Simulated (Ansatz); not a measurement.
**CH3FSSi: rigid scan of one bond length**

How does the energy of CH3FSSi change as one bond is stretched? A script is to give a rigid scan of one bond length; the system is CH3FSSi. SMILES: F[SiH]1CS1.

Computed with Ansatz 0.2.0 through its Python package. Level of theory: r2SCAN0/6-31G*.

### Step 1. The system

Bond lengths: F1–Si2 1.638 Å, Si2–C3 1.795 Å, Si2–S4 2.249 Å, C3–S4 1.762 Å, Si2–H5 1.472 Å, C3–H6 1.098 Å, C3–H7 1.048 Å. Angles: F1–Si2–C3 116.1°, F1–Si2–S4 104.1°, F1–Si2–H5 116.2°, C3–Si2–S4 50.1°, C3–Si2–H5 126.5°, S4–Si2–H5 106.0°, Si2–C3–S4 78.4°, Si2–C3–H6 117.1°, Si2–C3–H7 119.4°, S4–C3–H6 111.6°, S4–C3–H7 115.5°, H6–C3–H7 111.0°, Si2–S4–C3 51.5°.

The script reads ch3fssi.xyz:

```xyz
7

F     0.58990   -1.70850   -1.18420
Si   -0.36010   -0.82770   -0.18150
C     0.04860    0.91420   -0.03370
S     1.09610    0.19940    1.18990
H    -1.26910   -1.59110    0.68840
H     0.62950    1.36210   -0.85030
H    -0.67370    1.58360    0.32570
```

### Step 2. The code

Input file scan.py:

```python
import ansatz as az
import numpy as np


def main() -> None:
    mol = az.Crystal.molecule_from_extxyz("ch3fssi.xyz")

    symbols = [site.symbol for site in mol.cartesian_sites]
    start = np.array([site.position_ang for site in mol.cartesian_sites])
    axis = (start[5] - start[2]) / np.linalg.norm(start[5] - start[2])
    moving = [5]
    lengths, energies = [0.93, 1.01, 1.1, 1.21, 1.37, 1.65, 1.98, 2.41], []
    for length in lengths:
        xyz = start.copy()
        xyz[moving] += (length - np.linalg.norm(start[5] - start[2])) * axis
        point = az.Crystal.molecule()
        for symbol, place in zip(symbols, xyz):
            point = point.atom(symbol, place.tolist())
        model = (
            point.calculation()
            .basis(gaussian="6-31G*")
            .functional("r2scan0")
            .spin("collinear")
        )
        r = model.run(threads=1).report
        energies.append(r["free_energy_ev"])
        print(f"r = {length:6.3f} A  E = {energies[-1]:.5f} eV  <S^2> = {abs(r['mean_field']['state']['spin_squared']):.3f}")

    print("energy above the lowest point (eV):", [round(e - min(energies), 3) for e in energies])


if __name__ == "__main__":
    main()
```

### Step 3. The input behind the calls

The engine receives this input (first run):

```yaml
crystal:
  periodic: [false, false, false]
  atoms:
    - { symbol: F, position_ang: [0.5899, -1.7085, -1.1842] }
    - { symbol: Si, position_ang: [-0.3601, -0.8277, -0.1815] }
    - { symbol: C, position_ang: [0.0486, 0.9142, -0.0337] }
    - { symbol: S, position_ang: [1.0961, 0.1994, 1.1899] }
    - { symbol: H, position_ang: [-1.2691, -1.5911, 0.6884] }
    - { symbol: H, position_ang: [0.5407639094749234, 1.2936804872677194, -0.7255592674767128] }
    - { symbol: H, position_ang: [-0.6737, 1.5836, 0.3257] }
basis:
  gaussian:
    orbitals: "6-31G*"
hamiltonian:
  xc: r2scan0
magnetization:
  spin_polarized: true
```

### Step 4. The run

The run is started by

```console
$ python scan.py
```

Q: Predict the main results. Wanted: range of energy; lowest point, distance.

The runs gave:

| quantity | value |
| --- | --- |
| runs compared | 8 |
| range of energy | 3.896 eV |
| lowest point, distance (Å) | 1.10 |

What this shows: The lowest point, at 1.10, lies inside the range. The ends stand 0.605 and 3.9 eV above it. The distance scanned is the script's pair 2, 5. <S²> moves from 0.00 to 0.79: along the scan the mean field breaks spin symmetry. What to keep in mind:
- The rest of the molecule is held rigid at a force-field or estimated start geometry, and the basis set is modest; single-reference methods fail as a bond breaks.
